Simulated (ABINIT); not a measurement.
A run of ABINIT 10.8.3 (patched build) is set up as follows.

File run.abi:

```
pp_dirpath "./"
pseudos "Nb.hgh, Te.hgh"

acell 3*1.0
rprim
     3.9565422638     2.2843107471    11.9621173769
    -3.9565422638     2.2843107471    11.9621173769
     0.0000000000    -4.5686214754    11.9621173769
ntypat 2
znucl 41 52
natom 3
typat 1 2 2
xred
     0.0000000000     0.0000000000     0.0000000000
     0.2520000000     0.2520000000     0.2520000000
     0.7480000000     0.7480000000     0.7480000000

ecut 380.959407 eV

kptopt 1
ngkpt 6 6 6
nshiftk 1
shiftk 0.0 0.0 0.0

ixc 7

nband 26
occopt 3
tsmear 0.05 eV

nspinor 2
nspden 1
so_psp 2*1

nstep 100
tolvrs 1.0e-10

iomode 3
prtwf 0
prtden 0
prteig 0
prtebands 0
```

Potentials or basis: HGH LDA.

The run is started by

```console
$ abinit run.abi > log 2>&1
```

Question: Estimate the largest force.

Answer: 0.073 eV/Å.

Question: Predict the band gap on the k mesh.

Answer: None (metal or under the smearing width).

Forces in eV/Å, atoms in the order of the input:
```
Nb   0.000  0.000  0.000
Te   0.000  0.000 -0.073
Te   0.000  0.000  0.073
```

Caveat: HGH potentials are hard and often keep d shells in the core, so these values are rough.
